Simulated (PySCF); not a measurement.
# [Ce(NH3)3]3+: forces at shaken geometries

How stiff is [Ce(NH3)3]3+? Its atoms are displaced at random by several amounts. The structure is generated, not taken from experiment.

The runs use PySCF 2.14.0; PBE0, Ce lcecp-1-SVP with ECP47, N def2-SVP, H def2-SVP; scalar-relativistic core potentials, no spin–orbit coupling.

3 further runs of the same task are left out: 2 for a known fault of the program, 1 that didn't finish.

## Step 1: The starting structure

13 atoms, charge 3, spin multiplicity 1.

Bond lengths: Ce1–N2 2.534 Å, Ce1–N6 2.534 Å, Ce1–N10 2.534 Å, N2–H3 1.037 Å, N2–H4 1.036 Å, N2–H5 1.036 Å, N6–H7 1.037 Å, N6–H8 1.036 Å, N6–H9 1.036 Å, N10–H11 1.037 Å, N10–H12 1.036 Å, N10–H13 1.036 Å. Angles: N2–Ce1–N6 111.7°, N2–Ce1–N10 111.7°, N6–Ce1–N10 111.7°, Ce1–N2–H3 114.9°, Ce1–N2–H4 116.3°, Ce1–N2–H5 115.8°, H3–N2–H4 102.6°, H3–N2–H5 102.6°, H4–N2–H5 102.7°, Ce1–N6–H7 114.9°, Ce1–N6–H8 116.3°, Ce1–N6–H9 115.8°, H7–N6–H8 102.6°, H7–N6–H9 102.6°, H8–N6–H9 102.7°, Ce1–N10–H11 114.9°, Ce1–N10–H12 116.3°, Ce1–N10–H13 115.8° and more.

Geometry (Å):

```xyz
13
charge 3, multiplicity 1
Ce    0.00000    0.00000    0.75145
N     2.42199   -0.00083    0.00585
H     3.10480   -0.25632    0.74270
H     2.66581   -0.65043   -0.76303
H     2.78786    0.90558   -0.33635
N    -1.21027    2.09792    0.00585
H    -1.33042    2.81699    0.74270
H    -0.76962    2.63387   -0.76303
H    -2.17819    1.96157   -0.33635
N    -1.21172   -2.09709    0.00585
H    -1.77438   -2.56067    0.74270
H    -1.89619   -1.98345   -0.76303
H    -0.60967   -2.86715   -0.33635
```

Formal oxidation states: Ce +3. Each metal's 1 4f electrons lie in its core potential, so multiplicities, spins and levels count the valence alone. An earlier session relaxed this geometry at PBE0, Ce lcecp-1-SVP with ECP47, N def2-SVP, H def2-SVP (singlet, point group C3).

Its energy there is -200.588843 Eh.

## Step 2: Atoms moved at random, σ = 0.1 Å

run.py (the lines that set the calculation) reads:

```python
mol = gto.M(atom='''
Ce     0.02429     0.05054     0.66033
N      2.44776    -0.01431    -0.01525
H      3.02149    -0.37677     0.69622
H      2.61180    -0.58308    -0.86020
H      2.85566     0.75197    -0.15673
N     -1.37792     2.04882     0.00427
H     -1.27719     2.83346     0.73513
H     -0.71695     2.72158    -0.62752
H     -2.05889     1.97468    -0.40524
N     -1.21751    -2.02115    -0.06237
H     -1.75561    -2.55089     0.72070
H     -1.97800    -1.96694    -0.65077
H     -0.57893    -2.86793    -0.33959''',
    basis={'Ce': 'lcecp-1-SVP', 'N': 'def2-SVP', 'H': 'def2-SVP'},
    ecp={'Ce': 'lcecp-1-SVP'},
    charge=3, spin=0)
mf = dft.RKS(mol, xc='PBE0')
mf.grids.atom_grid = (50, 194)  # f atoms: unpruned, at least (60, 302)
mf = mf.density_fit()  # fitting sets: Ce AutoAux, N def2-universal-JKFIT, H def2-universal-JKFIT
mf.conv_tol = 1e-08; mf.max_cycle = 55
mf.kernel(dm0)  # dm0: the density of the relaxed state
```

Launch:

```
> OMP_NUM_THREADS=2 python run.py
```

## Step 3: Atoms moved at random, σ = 0.1 Å

run.py (the lines that set the calculation) reads:

```python
mol = gto.M(atom='''
Ce     0.10572    -0.09049     0.71183
N      2.41068    -0.07600     0.08045
H      3.06725    -0.21446     0.79763
H      2.62156    -0.58573    -0.82279
H      2.87424     0.88889    -0.46906
N     -1.19464     2.05864     0.07074
H     -1.28504     2.80581     0.63301
H     -0.81478     2.52242    -0.74677
H     -2.07314     1.96614    -0.24456
N     -1.25377    -2.03388     0.06795
H     -1.81421    -2.59293     0.77837
H     -2.01410    -2.05491    -0.74975
H     -0.62979    -2.59351    -0.40808''',
    basis={'Ce': 'lcecp-1-SVP', 'N': 'def2-SVP', 'H': 'def2-SVP'},
    ecp={'Ce': 'lcecp-1-SVP'},
    charge=3, spin=0)
mf = dft.RKS(mol, xc='PBE0')
mf.grids.atom_grid = (50, 194)  # f atoms: unpruned, at least (60, 302)
mf = mf.density_fit()  # fitting sets: Ce AutoAux, N def2-universal-JKFIT, H def2-universal-JKFIT
mf.conv_tol = 1e-08; mf.max_cycle = 55
mf.kernel(dm0)  # dm0: the density of the relaxed state
```

## Step 4: Atoms moved at random, σ = 0.06 Å

run.py (the lines that set the calculation) reads:

```python
mol = gto.M(atom='''
Ce     0.00955     0.00056     0.76482
N      2.42074    -0.04820    -0.02889
H      3.13933    -0.17296     0.76241
H      2.65335    -0.70466    -0.70573
H      2.72917     0.88413    -0.40309
N     -1.13239     2.07988    -0.03082
H     -1.41126     2.72142     0.78177
H     -0.77932     2.60467    -0.72735
H     -2.20097     1.97516    -0.32038
N     -1.19270    -1.99419     0.03601
H     -1.66448    -2.58392     0.71115
H     -1.93333    -1.99072    -0.73101
H     -0.63768    -2.77117    -0.40992''',
    basis={'Ce': 'lcecp-1-SVP', 'N': 'def2-SVP', 'H': 'def2-SVP'},
    ecp={'Ce': 'lcecp-1-SVP'},
    charge=3, spin=0)
mf = dft.RKS(mol, xc='PBE0')
mf.grids.atom_grid = (50, 194)  # f atoms: unpruned, at least (60, 302)
mf = mf.density_fit()  # fitting sets: Ce AutoAux, N def2-universal-JKFIT, H def2-universal-JKFIT
mf.conv_tol = 1e-08; mf.max_cycle = 55
mf.kernel(dm0)  # dm0: the density of the relaxed state
```

What does the calculation give? Wanted: for each run, σ; energy rise; harmonic estimate −½ F·u; largest force component.

**Answer**, as computed:

| σ (Å) | energy rise (eV) | harmonic estimate −½ F·u (eV) | largest force component (eV/Å) |
| --- | --- | --- | --- |
| 0.1 | 3.746 | 4.160 | 22.88 |
| 0.1 | 1.820 | 1.744 | 5.58 |
| 0.06 | 0.764 | 0.789 | 5.61 |

Every displacement raises the energy. For a harmonic well the rise equals −½ F·u; the two differ by at most 11 % here (a move with σ = 0.1 Å), from anharmonicity, the grid and the small forces left at the relaxed point. These are double-zeta-type bases without diffuse functions. Spin–orbit coupling is left out.
